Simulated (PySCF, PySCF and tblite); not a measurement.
# C3H8SSi: a path driven as ring inversion, and NMR exchange, part 2 of 2

PySCF and tblite. Atoms count from 0. Earlier steps stand in the parts before.

## Step 11: Shieldings, start: PBE0/def2-SVP

The job: settings as JSON, then the geometry in Å.

```
{"job": {"kind": "nmr", "xc": "PBE0", "basis": "def2-SVP", "pop": false}, "charge": 0, "multiplicity": 1}
C     -1.017779     0.776425    -0.023122
C     -1.297645    -0.696828     0.275726
S     -0.147228    -1.761726    -0.656301
C      1.365773    -0.874466    -0.170949
Si     0.870439     0.961240    -0.112393
H     -1.478486     1.436845     0.729326
H     -1.439484     1.045842    -1.004620
H     -1.191275    -0.910274     1.352648
H     -2.311992    -1.007278    -0.019550
H      2.135498    -1.076691    -0.930394
H      1.743512    -1.237611     0.799124
H      1.453828     1.652262     1.081168
H      1.310452     1.692746    -1.338391
```

The log of the run:

```text
coarse grid: 11472 points
cycle   1  E = -806.0009505084  dE =  2.990e-01  |g| = 2.837e-01  |ddm| = 3.573e+00
cycle   2  E = -806.0001473364  dE =  8.032e-04  |g| = 2.987e-01  |ddm| = 7.370e-01
cycle   3  E = -806.0241998604  dE = -2.405e-02  |g| = 4.078e-02  |ddm| = 3.472e-01
cycle   4  E = -806.0246043738  dE = -4.045e-04  |g| = 1.576e-02  |ddm| = 7.853e-02
cycle   5  E = -806.0246754673  dE = -7.109e-05  |g| = 3.952e-03  |ddm| = 2.904e-02
cycle   6  E = -806.0246794912  dE = -4.024e-06  |g| = 8.434e-04  |ddm| = 4.875e-03
final grid: 100272 points
cycle   7  E = -806.1142399920  dE = -1.291e-05  |g| = 7.469e-03  |ddm| = 2.410e-02
cycle   8  E = -806.1142271109  dE =  1.288e-05  |g| = 1.016e-02  |ddm| = 1.816e-02
cycle   9  E = -806.1142548628  dE = -2.775e-05  |g| = 4.590e-04  |ddm| = 1.090e-02
cycle  10  E = -806.1142549197  dE = -5.685e-08  |g| = 1.028e-04  |ddm| = 6.793e-04
cycle  11  E = -806.1142549223  dE = -2.577e-09  |g| = 3.383e-05  |ddm| = 1.557e-04
cycle  12  E = -806.1142549226  dE = -2.917e-10  |g| = 9.827e-06  |ddm| = 4.789e-05
converged SCF energy = -806.1142549226

GIAO shielding tensors (ppm)
atom      isotropic    diamagn.    paramagn.     s11        s22        s33       span
  0 C      181.880     247.203     -65.323    161.020    178.228    206.392     45.373
  1 C      157.863     245.788     -87.925    126.205    166.000    181.385     55.180
  2 S      553.450    1054.147    -500.698    361.162    543.919    755.268    394.106
  3 C      180.907     248.877     -67.970    162.122    175.501    205.100     42.978
  4 Si     431.633     880.920    -449.287    359.198    442.344    493.358    134.160
  5 H       30.271      29.368       0.903     24.923     27.244     38.646     13.723
  6 H       30.401      29.682       0.719     25.590     27.692     37.922     12.332
  7 H       29.220      30.405      -1.185     22.816     27.805     37.040     14.224
  8 H       28.887      29.038      -0.151     22.970     26.750     36.941     13.971
  9 H       29.731      29.479       0.252     24.628     26.648     37.918     13.290
 10 H       29.703      29.855      -0.151     23.385     26.951     38.775     15.390
 11 H       27.007      28.872      -1.864     23.289     24.570     33.164      9.875
 12 H       27.179      28.794      -1.615     23.444     24.794     33.299      9.856
```

It took 8.1 s on 1 thread of Arm Neoverse V1, shared host; peak memory 0.57 GiB.

In short: HOMO -6.22 eV, LUMO 0.78 eV; dipole 1.33 D.

## Step 12: Single-point energy, saddle of leg 1: PBE0/def2-SVP

The job: settings as JSON, then the geometry in Å.

```
{"job": {"kind": "sp", "xc": "PBE0", "basis": "def2-SVP", "pop": false}, "charge": 0, "multiplicity": 1}
C     -0.959070     0.745011    -0.112598
C     -1.345349    -0.655255     0.380967
S      0.100506    -1.790847     0.576382
C      1.363775    -0.859221    -0.339047
Si     0.914615     0.934617     0.034518
H     -1.518035     1.525066     0.426307
H     -1.208045     0.858874    -1.180623
H     -1.811115    -0.610251     1.375903
H     -2.067841    -1.131480    -0.298542
H      1.361786    -1.096198    -1.415773
H      2.340251    -1.148923     0.077355
H      1.358520     1.300157     1.412751
H      1.470001     1.928451    -0.937599
```

The log of the run:

```text
coarse grid: 11472 points
cycle   1  E = -805.9976065304  dE =  2.967e-01  |g| = 2.828e-01  |ddm| = 3.570e+00
cycle   2  E = -805.9975109433  dE =  9.559e-05  |g| = 2.942e-01  |ddm| = 7.450e-01
cycle   3  E = -806.0208475204  dE = -2.334e-02  |g| = 4.138e-02  |ddm| = 3.436e-01
cycle   4  E = -806.0212656756  dE = -4.182e-04  |g| = 1.549e-02  |ddm| = 8.376e-02
cycle   5  E = -806.0213354976  dE = -6.982e-05  |g| = 3.925e-03  |ddm| = 3.089e-02
cycle   6  E = -806.0213395463  dE = -4.049e-06  |g| = 7.629e-04  |ddm| = 4.704e-03
final grid: 100272 points
cycle   7  E = -806.1109211838  dE = -1.327e-05  |g| = 7.448e-03  |ddm| = 2.434e-02
cycle   8  E = -806.1109084493  dE =  1.273e-05  |g| = 1.012e-02  |ddm| = 1.820e-02
cycle   9  E = -806.1109359512  dE = -2.750e-05  |g| = 4.403e-04  |ddm| = 1.111e-02
cycle  10  E = -806.1109360049  dE = -5.367e-08  |g| = 8.870e-05  |ddm| = 6.842e-04
cycle  11  E = -806.1109360067  dE = -1.844e-09  |g| = 3.483e-05  |ddm| = 1.377e-04
cycle  12  E = -806.1109360070  dE = -3.097e-10  |g| = 1.090e-05  |ddm| = 5.202e-05
converged SCF energy = -806.1109360070
```

Wall time 4.1 s (1 thread of Arm Neoverse V1, shared host); peak memory 0.56 GiB.

This run: HOMO -6.14 eV, LUMO 0.84 eV; dipole 1.58 D.

## Step 13: Second level: PBE0/def2-SVP + D3(BJ)

The job: settings as JSON, then the geometry in Å.

```
{"job": {"smiles": "C1CSC[SiH2]1", "charge": 0, "mult": 1, "motion": "ring", "what": "5-membered ring", "atoms": [0, 1, 2, 3, 4], "ring": [0, 1, 2, 3, 4], "study": "path", "level": {"kind": "nmr", "xc": "PBE0", "basis": "def2-SVP", "wide": true}, "fields": [250, 270, 400], "first": 3, "seed": 975, "refine": {"xc": "PBE0", "basis": "def2-SVP"}, "kind": "pathvar"}, "charge": 0, "multiplicity": 1}
C     -1.009111     0.775558    -0.057458
C     -1.289153    -0.677687     0.298208
S     -0.153716    -1.761273    -0.628826
C      1.366215    -0.853608    -0.190396
Si     0.886730     0.993690    -0.097272
H     -1.509745     1.430660     0.655191
H     -1.431487     0.988789    -1.040438
H     -1.123794    -0.863291     1.360941
H     -2.299319    -0.990451     0.036632
H      2.096213    -1.084767    -0.960712
H      1.734585    -1.250693     0.755035
H      1.403179     1.579042     1.142139
H      1.325015     1.714515    -1.290772
```

The log of the run:

```text
stationary points (kcal/mol above the start)
  n  kind          group   xTB      DFT    lowest mode
  0  minimum      C1       0.00     0.00      76.2
  1  saddle       C1       2.33     2.09    -100.3
  2  minimum      C1       0.00     0.00      76.2

GFN2-xTB energies: T/K, barrier G, reaction G (kcal/mol), k forward, k back (1/s)
 150.00     2.26    -0.00   3.21e+09   3.21e+09
 200.00     2.32    -0.00   2.42e+10   2.42e+10
 250.00     2.40     0.00   8.29e+10   8.29e+10
 298.15     2.49     0.00   1.86e+11   1.86e+11
 350.00     2.60     0.00   3.48e+11   3.48e+11
 400.00     2.71     0.00   5.49e+11    5.5e+11
 500.00     2.97     0.00   1.05e+12   1.05e+12

PBE0-D3(BJ)/def2-SVP energies: T/K, barrier G, reaction G (kcal/mol), k forward, k back (1/s)
 150.00     2.02    -0.00   7.01e+09      7e+09
 200.00     2.09    -0.00   4.34e+10   4.34e+10
 250.00     2.17     0.00   1.32e+11   1.32e+11
 298.15     2.26     0.00   2.75e+11   2.75e+11
 350.00     2.37     0.00   4.86e+11   4.86e+11
 400.00     2.48     0.00   7.36e+11   7.37e+11
 500.00     2.74     0.00   1.33e+12   1.33e+12

PBE0/pcSseg-1 + D3(BJ) energies: T/K, barrier G, reaction G (kcal/mol), k forward, k back (1/s)
 150.00     2.31    -0.00   2.72e+09   2.72e+09
 200.00     2.37    -0.00   2.14e+10   2.14e+10
 250.00     2.45     0.00    7.5e+10    7.5e+10
 298.15     2.54     0.00   1.71e+11   1.71e+11
 350.00     2.65     0.00   3.24e+11   3.24e+11
 400.00     2.76     0.00   5.16e+11   5.17e+11
 500.00     3.02     0.00   9.99e+11      1e+12

PBE0/def2-SVP + D3(BJ) energies: T/K, barrier G, reaction G (kcal/mol), k forward, k back (1/s)
 150.00     2.02    -0.00   7.01e+09      7e+09
 200.00     2.09    -0.00   4.34e+10   4.34e+10
 250.00     2.17     0.00   1.32e+11   1.32e+11
 298.15     2.26     0.00   2.75e+11   2.75e+11
 350.00     2.37     0.00   4.86e+11   4.86e+11
 400.00     2.48     0.00   7.36e+11   7.37e+11
 500.00     2.74     0.00   1.33e+12   1.33e+12
```

Run time: 2 min. Hardware: 1 thread of Arm Neoverse V1, shared host; peak memory 0.72 GiB. This counts the runs that the step sums up.

Barriers by level (kcal/mol; entropies in cal/(mol K)). Zero-point and thermal terms come from xTB in every row. ΔG‡ leaves symmetry out; the rate counts equivalent paths (a factor of 2); effective ΔG‡, where given, is the barrier that would give that rate by Eyring's equation alone:

| level | ΔE‡ | with zero-point | ΔH‡ | ΔS‡ | ΔG‡ (298 K) | ΔE of reaction | k at 298 K (1/s) | effective ΔG‡ |
| --- | --- | --- | --- | --- | --- | --- | --- | --- |
| GFN2-xTB | 2.33 | 2.16 | 1.77 | -2.4 | 2.49 | 0.00 | 1.9e+11 | 2.08 |
| PBE0-D3(BJ)/def2-SVP | 2.09 | 1.93 | 1.54 | -2.4 | 2.26 | 0.00 | 2.8e+11 | 1.85 |
| PBE0/pcSseg-1 + D3(BJ) | 2.38 | 2.21 | 1.82 | -2.4 | 2.54 | 0.00 | 1.7e+11 | 2.13 |
| PBE0/def2-SVP + D3(BJ) | 2.09 | 1.93 | 1.54 | -2.4 | 2.26 | 0.00 | 2.8e+11 | 1.85 |

## Step 14: Shieldings, start: PBE0/pcSseg-1 in dimethylsulfoxide

The job: settings as JSON, then the geometry in Å.

```
{"job": {"kind": "nmr", "xc": "PBE0", "basis": "pcSseg-1", "solvent": "dimethylsulfoxide", "pop": false}, "charge": 0, "multiplicity": 1}
C     -1.017779     0.776425    -0.023122
C     -1.297645    -0.696828     0.275726
S     -0.147228    -1.761726    -0.656301
C      1.365773    -0.874466    -0.170949
Si     0.870439     0.961240    -0.112393
H     -1.478486     1.436845     0.729326
H     -1.439484     1.045842    -1.004620
H     -1.191275    -0.910274     1.352648
H     -2.311992    -1.007278    -0.019550
H      2.135498    -1.076691    -0.930394
H      1.743512    -1.237611     0.799124
H      1.453828     1.652262     1.081168
H      1.310452     1.692746    -1.338391
```

The log of the run:

```text
coarse grid: 11472 points
cycle   1  E = -806.3186552326  dE =  3.248e-01  |g| = 3.011e-01  |ddm| = 3.238e+00
cycle   2  E = -806.3161432569  dE =  2.512e-03  |g| = 3.220e-01  |ddm| = 5.721e-01
cycle   3  E = -806.3426632140  dE = -2.652e-02  |g| = 4.127e-02  |ddm| = 2.921e-01
cycle   4  E = -806.3430680989  dE = -4.049e-04  |g| = 1.495e-02  |ddm| = 5.991e-02
cycle   5  E = -806.3431180492  dE = -4.995e-05  |g| = 3.606e-03  |ddm| = 1.911e-02
cycle   6  E = -806.3431208146  dE = -2.765e-06  |g| = 1.056e-03  |ddm| = 3.649e-03
final grid: 100272 points
cycle   7  E = -806.3755479045  dE = -1.561e-05  |g| = 7.398e-03  |ddm| = 2.101e-02
cycle   8  E = -806.3755375185  dE =  1.039e-05  |g| = 9.782e-03  |ddm| = 1.452e-02
cycle   9  E = -806.3755616894  dE = -2.417e-05  |g| = 3.816e-04  |ddm| = 8.265e-03
cycle  10  E = -806.3755617190  dE = -2.962e-08  |g| = 1.275e-04  |ddm| = 4.931e-04
cycle  11  E = -806.3755617230  dE = -3.936e-09  |g| = 3.092e-05  |ddm| = 1.383e-04
cycle  12  E = -806.3755617232  dE = -2.133e-10  |g| = 9.490e-06  |ddm| = 3.584e-05
converged SCF energy = -806.3755617232

GIAO shielding tensors (ppm)
atom      isotropic    diamagn.    paramagn.     s11        s22        s33       span
  0 C      171.279     252.094     -80.815    148.753    166.509    198.574     49.822
  1 C      145.926     248.917    -102.990    111.629    155.691    170.459     58.830
  2 S      505.678    1056.128    -550.450    301.889    489.152    725.992    424.104
  3 C      170.886     254.636     -83.749    149.727    166.413    196.518     46.791
  4 Si     369.987     878.763    -508.776    291.833    383.425    434.704    142.871
  5 H       29.860      29.332       0.528     24.485     26.660     38.435     13.949
  6 H       30.165      29.826       0.339     25.298     27.358     37.838     12.540
  7 H       28.718      29.953      -1.235     22.201     27.362     36.590     14.390
  8 H       28.335      28.979      -0.644     22.211     26.202     36.591     14.379
  9 H       29.241      29.286      -0.045     23.987     26.082     37.654     13.667
 10 H       29.238      29.768      -0.530     22.834     26.474     38.407     15.573
 11 H       26.987      28.210      -1.223     23.289     24.490     33.182      9.893
 12 H       27.168      28.200      -1.032     23.465     24.740     33.299      9.834
```

Wall time 11 s (1 thread of Arm Neoverse V1, shared host); peak memory 0.81 GiB.

Key values: HOMO -6.46 eV, LUMO 0.57 eV; dipole 2.12 D.

## Step 15: Single-point energy, saddle of leg 1: PBE0/pcSseg-1 in dimethylsulfoxide

The job: settings as JSON, then the geometry in Å.

```
{"job": {"kind": "sp", "xc": "PBE0", "basis": "pcSseg-1", "solvent": "dimethylsulfoxide", "pop": false}, "charge": 0, "multiplicity": 1}
C     -0.959070     0.745011    -0.112598
C     -1.345349    -0.655255     0.380967
S      0.100506    -1.790847     0.576382
C      1.363775    -0.859221    -0.339047
Si     0.914615     0.934617     0.034518
H     -1.518035     1.525066     0.426307
H     -1.208045     0.858874    -1.180623
H     -1.811115    -0.610251     1.375903
H     -2.067841    -1.131480    -0.298542
H      1.361786    -1.096198    -1.415773
H      2.340251    -1.148923     0.077355
H      1.358520     1.300157     1.412751
H      1.470001     1.928451    -0.937599
```

The log of the run:

```text
coarse grid: 11472 points
cycle   1  E = -806.3154648926  dE =  3.225e-01  |g| = 2.997e-01  |ddm| = 3.248e+00
cycle   2  E = -806.3138332035  dE =  1.632e-03  |g| = 3.156e-01  |ddm| = 5.760e-01
cycle   3  E = -806.3392399980  dE = -2.541e-02  |g| = 4.150e-02  |ddm| = 2.907e-01
cycle   4  E = -806.3396519183  dE = -4.119e-04  |g| = 1.447e-02  |ddm| = 6.141e-02
cycle   5  E = -806.3396989600  dE = -4.704e-05  |g| = 3.550e-03  |ddm| = 1.947e-02
cycle   6  E = -806.3397016333  dE = -2.673e-06  |g| = 1.009e-03  |ddm| = 3.599e-03
final grid: 100272 points
cycle   7  E = -806.3721234376  dE = -1.653e-05  |g| = 7.395e-03  |ddm| = 2.067e-02
cycle   8  E = -806.3721131736  dE =  1.026e-05  |g| = 9.753e-03  |ddm| = 1.458e-02
cycle   9  E = -806.3721372641  dE = -2.409e-05  |g| = 3.376e-04  |ddm| = 8.328e-03
cycle  10  E = -806.3721372877  dE = -2.356e-08  |g| = 1.139e-04  |ddm| = 4.600e-04
cycle  11  E = -806.3721372908  dE = -3.102e-09  |g| = 3.282e-05  |ddm| = 1.288e-04
cycle  12  E = -806.3721372910  dE = -2.426e-10  |g| = 8.538e-06  |ddm| = 3.840e-05
converged SCF energy = -806.3721372910
```

It took 5.7 s on 1 thread of Arm Neoverse V1, shared host; peak memory 0.6 GiB.

In short: HOMO -6.39 eV, LUMO 0.63 eV; dipole 2.46 D.

## Step 16: Second level: PBE0/pcSseg-1 + D3(BJ), IEF-PCM dimethylsulfoxide

The job: settings as JSON, then the geometry in Å.

```
{"job": {"smiles": "C1CSC[SiH2]1", "charge": 0, "mult": 1, "motion": "ring", "what": "5-membered ring", "atoms": [0, 1, 2, 3, 4], "ring": [0, 1, 2, 3, 4], "study": "path", "level": {"kind": "nmr", "xc": "PBE0", "basis": "pcSseg-1", "wide": true, "solvent": "dimethylsulfoxide"}, "fields": [250, 270, 400], "first": 3, "seed": 975, "refine": {"xc": "PBE0", "basis": "def2-SVP"}, "kind": "pathvar"}, "charge": 0, "multiplicity": 1}
C     -1.009111     0.775558    -0.057458
C     -1.289153    -0.677687     0.298208
S     -0.153716    -1.761273    -0.628826
C      1.366215    -0.853608    -0.190396
Si     0.886730     0.993690    -0.097272
H     -1.509745     1.430660     0.655191
H     -1.431487     0.988789    -1.040438
H     -1.123794    -0.863291     1.360941
H     -2.299319    -0.990451     0.036632
H      2.096213    -1.084767    -0.960712
H      1.734585    -1.250693     0.755035
H      1.403179     1.579042     1.142139
H      1.325015     1.714515    -1.290772
```

The log of the run:

```text
stationary points (kcal/mol above the start)
  n  kind          group   xTB      DFT    lowest mode
  0  minimum      C1       0.00     0.00      76.2
  1  saddle       C1       2.33     2.16    -100.3
  2  minimum      C1       0.00     0.00      76.2

GFN2-xTB energies: T/K, barrier G, reaction G (kcal/mol), k forward, k back (1/s)
 150.00     2.26    -0.00   3.21e+09   3.21e+09
 200.00     2.32    -0.00   2.42e+10   2.42e+10
 250.00     2.40     0.00   8.29e+10   8.29e+10
 298.15     2.49     0.00   1.86e+11   1.86e+11
 350.00     2.60     0.00   3.48e+11   3.48e+11
 400.00     2.71     0.00   5.49e+11    5.5e+11
 500.00     2.97     0.00   1.05e+12   1.05e+12

PBE0-D3(BJ)/def2-SVP energies: T/K, barrier G, reaction G (kcal/mol), k forward, k back (1/s)
 150.00     2.02    -0.00   7.01e+09      7e+09
 200.00     2.09    -0.00   4.34e+10   4.34e+10
 250.00     2.17     0.00   1.32e+11   1.32e+11
 298.15     2.26     0.00   2.75e+11   2.75e+11
 350.00     2.37     0.00   4.86e+11   4.86e+11
 400.00     2.48     0.00   7.36e+11   7.37e+11
 500.00     2.74     0.00   1.33e+12   1.33e+12

PBE0/pcSseg-1 + D3(BJ) energies: T/K, barrier G, reaction G (kcal/mol), k forward, k back (1/s)
 150.00     2.31    -0.00   2.72e+09   2.72e+09
 200.00     2.37    -0.00   2.14e+10   2.14e+10
 250.00     2.45     0.00    7.5e+10    7.5e+10
 298.15     2.54     0.00   1.71e+11   1.71e+11
 350.00     2.65     0.00   3.24e+11   3.24e+11
 400.00     2.76     0.00   5.16e+11   5.17e+11
 500.00     3.02     0.00   9.99e+11      1e+12

PBE0/pcSseg-1 + D3(BJ), IEF-PCM dimethylsulfoxide energies: T/K, barrier G, reaction G (kcal/mol), k forward, k back (1/s)
 150.00     2.09    -0.00   5.61e+09   5.61e+09
 200.00     2.16    -0.00   3.68e+10   3.68e+10
 250.00     2.24     0.00   1.16e+11   1.16e+11
 298.15     2.32     0.00   2.46e+11   2.46e+11
 350.00     2.43     0.00   4.42e+11   4.42e+11
 400.00     2.55     0.00   6.77e+11   6.78e+11
 500.00     2.80     0.00   1.24e+12   1.24e+12
```

It took 2.3 min on 1 thread of Arm Neoverse V1, shared host; peak memory 0.81 GiB. This counts the runs that the step sums up.

Barriers by level (kcal/mol; entropies in cal/(mol K)). Zero-point and thermal terms come from xTB in every row. ΔG‡ leaves symmetry out; the rate counts equivalent paths (a factor of 2); effective ΔG‡, where given, is the barrier that would give that rate by Eyring's equation alone:

| level | ΔE‡ | with zero-point | ΔH‡ | ΔS‡ | ΔG‡ (298 K) | ΔE of reaction | k at 298 K (1/s) | effective ΔG‡ |
| --- | --- | --- | --- | --- | --- | --- | --- | --- |
| GFN2-xTB | 2.33 | 2.16 | 1.77 | -2.4 | 2.49 | 0.00 | 1.9e+11 | 2.08 |
| PBE0-D3(BJ)/def2-SVP | 2.09 | 1.93 | 1.54 | -2.4 | 2.26 | 0.00 | 2.8e+11 | 1.85 |
| PBE0/pcSseg-1 + D3(BJ) | 2.38 | 2.21 | 1.82 | -2.4 | 2.54 | 0.00 | 1.7e+11 | 2.13 |
| PBE0/pcSseg-1 + D3(BJ), IEF-PCM dimethylsulfoxide | 2.16 | 2.00 | 1.60 | -2.4 | 2.32 | 0.00 | 2.5e+11 | 1.91 |

## Step 17: What came out

What follows sums up all 2 parts.

| quantity | value |
| --- | --- |
| barrier (PBE0/pcSseg-1 + D3(BJ)) | ΔE‡ 2.4, ΔG‡(298 K) 2.5 kcal/mol |
| barrier (GFN2-xTB) | ΔE‡ 2.3 kcal/mol |
| rate at 298 K | 1.7e+11 s⁻¹ |
| end of the path | the start, renumbered or mirrored |
| coalescence of 1H H7 | 50 K at 400 MHz |

The barrier is 2.4 kcal/mol at the DFT level (xTB: 2.3); with thermal terms and the count of paths the DFT value gives a rate of 1.7e+11 s⁻¹ at 298 K. An error of 1.4 kcal/mol changes that rate tenfold. The 1H lines of H7 and its partners, 166 Hz apart at 400 MHz, merge at 50 K, so by this path alone the exchange at 298 K is fast for them; other paths were not followed. PBE0/def2-SVP + D3(BJ) moves the barrier from 2.4 to 2.1 kcal/mol. PBE0/pcSseg-1 + D3(BJ), IEF-PCM dimethylsulfoxide moves the barrier from 2.4 to 2.2 kcal/mol.
